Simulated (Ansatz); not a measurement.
**CH₃ClGeS: up Jacob's ladder to CCSD(T)**

An exercise on one series of results from a longer session: the logs are not shown, and one member is left open.

The runs use Ansatz 0.2.0, Gaussian basis; functionals in def2-TZVPP, the program's frozen cores in correlated methods.

Levels to be run: LDA (SPW92), PBE-D4, revPBE-D4, BLYP-D4, r2SCAN-D4, B97M-V, PBE0-D4, B3LYP-D4, r2SCANh-D4, r2SCAN0-D4, HSE06-D4, BHLYP-D4, CAM-B3LYP-D4, LC-ωPBE, ωB97X-V, ωB97M-V, B2PLYP, PBE-QIDH; CCSD(T)/def2-SVP; CCSD(T)/def2-TZVPP; MP2/def2-QZVPP; extrapolation to the limit; RPA on PBE.

## The relaxed structure

All runs share one geometry, relaxed beforehand with PBE0-D4 in a triple-zeta def2 set.

SMILES `C[S][Ge][Cl]`, 7 atoms, charge 0, spin multiplicity 1.

Atoms are counted from 1 here; the program's logs count them from 0.

Bond lengths: C1–S2 1.808 Å, C1–H5 1.089 Å, C1–H6 1.089 Å, C1–H7 1.089 Å, S2–Ge3 2.219 Å, Ge3–Cl4 2.204 Å. Angles: S2–C1–H5 108.3°, S2–C1–H6 108.4°, S2–C1–H7 110.8°, H5–C1–H6 109.5°, H5–C1–H7 110.0°, H6–C1–H7 109.9°, C1–S2–Ge3 111.7°, S2–Ge3–Cl4 102.1°.

Set-up of the first run:

Input file in.yaml:

```yaml
crystal:
  periodic: [false, false, false]
  atoms:
    - {symbol: C, position_ang: [-0.338989, 0.711226, -0.543439]}
    - {symbol: S, position_ang: [0.724478, -0.654632, -1.064443]}
    - {symbol: Ge, position_ang: [1.201694, -2.013502, 0.623390]}
    - {symbol: Cl, position_ang: [0.121285, -1.067834, 2.295062]}
    - {symbol: H, position_ang: [0.172348, 1.646835, -0.767063]}
    - {symbol: H, position_ang: [-1.267222, 0.659649, -1.111358]}
    - {symbol: H, position_ang: [-0.552393, 0.650059, 0.522351]}
basis:
  gaussian: {orbitals: def2-TZVPP}
hamiltonian: {xc: lda}
output: {orbitals: {seedname: orbitals}}
```

Steps of the session up to this table: LDA; PBE-D4 (GGA); revPBE-D4 (GGA); BLYP-D4 (GGA); r2SCAN-D4 (meta-GGA); B97M-V (meta-GGA); PBE0-D4 (hybrid); B3LYP-D4 (hybrid); r2SCANh-D4 (hybrid); r2SCAN0-D4 (hybrid); HSE06-D4 (hybrid); BHLYP-D4 (hybrid); CAM-B3LYP-D4 (range-separated); LC-ωPBE-D4 (range-separated; the results give it without D4); ωB97X-V (range-separated); ωB97M-V (range-separated); B2PLYP (double hybrid); PBE-QIDH (double hybrid).

One of the session's tables, all rows but one given; the rest of the session is left out.

It belongs to the step «Orbital energies across the functionals». 

```
  functional  HOMO (eV)  LUMO (eV)  gap (eV)
 LDA (SPW92)      -6.46      -3.34      3.12
      PBE-D4      -6.29      -3.12      3.17
   revPBE-D4      -6.23      -3.04      3.19
     BLYP-D4      -6.14      -2.99      3.15
   r2SCAN-D4      -6.56      -3.11      3.45
      B97M-V      -6.54      -2.99      3.54
     PBE0-D4      -7.36      -2.44      4.93
    B3LYP-D4      -7.16      -2.61      4.55
  r2SCANh-D4          ?          ?         ?
  r2SCAN0-D4      -7.54      -2.43      5.11
    HSE06-D4      -6.97      -2.80      4.17
    BHLYP-D4      -8.30      -1.62      6.68
CAM-B3LYP-D4      -8.60      -1.44      7.17
     LC-ωPBE      -9.88      -0.42      9.45
     ωB97X-V      -9.55      -0.47      9.08
     ωB97M-V      -9.41      -0.54      8.88
```

**Question.** Estimate the row for r2SCANh-D4.

Worked estimate for «HOMO (eV)». Against the share of exact exchange, r2SCAN-D4 (0, -6.56), r2SCAN0-D4 (0.25, -7.54) give a slope of -3.92 per unit share; at 0.1 the line stands at -6.95.

As computed: HOMO (eV): -6.95; LUMO (eV): -2.84; gap (eV): 4.11. In «HOMO (eV)» the line misses by 0.00.
